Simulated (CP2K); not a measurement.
Runs of CP2K 2026.2 on NbTe. It takes space group Pm-3m (No. 221, cubic). The conventional cell has a = 3.426 Å, b = 3.426 Å, c = 3.426 Å, α = 90.00°, β = 90.00°, γ = 90.00°. Nb (site symmetry m-3m) is surrounded by 8 Te at 2.97 Å. Te (site symmetry m-3m) is surrounded by 8 Nb at 2.97 Å. The cell was built by a generator and needn't be a form met in nature.

```tsv
level	potentials or basis	smearing	EPS_DEFAULT	NGRIDS	points a segment of the path (NPOINTS)	bands added on the path	CUTOFF of the grids	gap on the mesh (eV)	pressure (GPa)
LDA	GTH_POTENTIALS Nb GTH-PADE-q13, Te GTH-PADE-q6; TZVP-MOLOPT-PBE-GTH basis	fermi-dirac 0.0259 eV	1.0E-9	4	8	6	450 Ry	none	-6.3
TB-mBJ	POTENTIAL_UZH Nb GTH-PBE-q13, Te GTH-PBE-q6; TZVP-MOLOPT-PBE-GTH basis	fermi-dirac 0.05 eV	1.0E-9	5	8	4	675 Ry	none	-
PBE	POTENTIAL_UZH Nb GTH-PBE-q13, Te GTH-PBE-q6; TZVP-MOLOPT-PBE-GTH basis	fermi-dirac 0.1 eV	1.0E-9	4	6	4	450 Ry	none	(b)
PBEsol	POTENTIAL_UZH Nb GTH-PBE-q13, Te GTH-PBE-q6; TZVP-MOLOPT-PBE-GTH basis	fermi-dirac 0.05 eV	1.0E-10	5	10	4	450 Ry	none	(a)
PBE	POTENTIAL_UZH Nb GTH-PBE-q13, Te GTH-PBE-q6; TZVP-MOLOPT-PBE-GTH basis	fermi-dirac 0.05 eV	1.0E-10	5	10	6	450 Ry	none	2.6
r2SCAN	POTENTIAL_UZH Nb GTH-SCAN-q13, Te GTH-SCAN-q6; TZVP-MOLOPT-SCAN-GTH basis	fermi-dirac 0.0259 eV	1.0E-9	4	10	6	675 Ry	none	1.0
```

Alike in all rows: task band structure; no spin polarisation; cell as given; k mesh 8 × 8 × 8.

Problem. Fill in the values left out.

Solution. (a) -1.2; (b) 2.8.

Caveats: spin-orbit coupling is left out, which moves the levels of the heavy elements; the basis of atomic orbitals isn't converged, which shifts pressures, moduli and gaps; the potentials were made for another functional, which shifts forces and pressure (some runs); this is a model potential without an energy functional, so only levels have meaning (some runs).

A k mesh can miss the band edges, and the runs leave out spin-orbit coupling on Nb, Te.

A gap of «none» marks a metal or a gap under the smearing width.
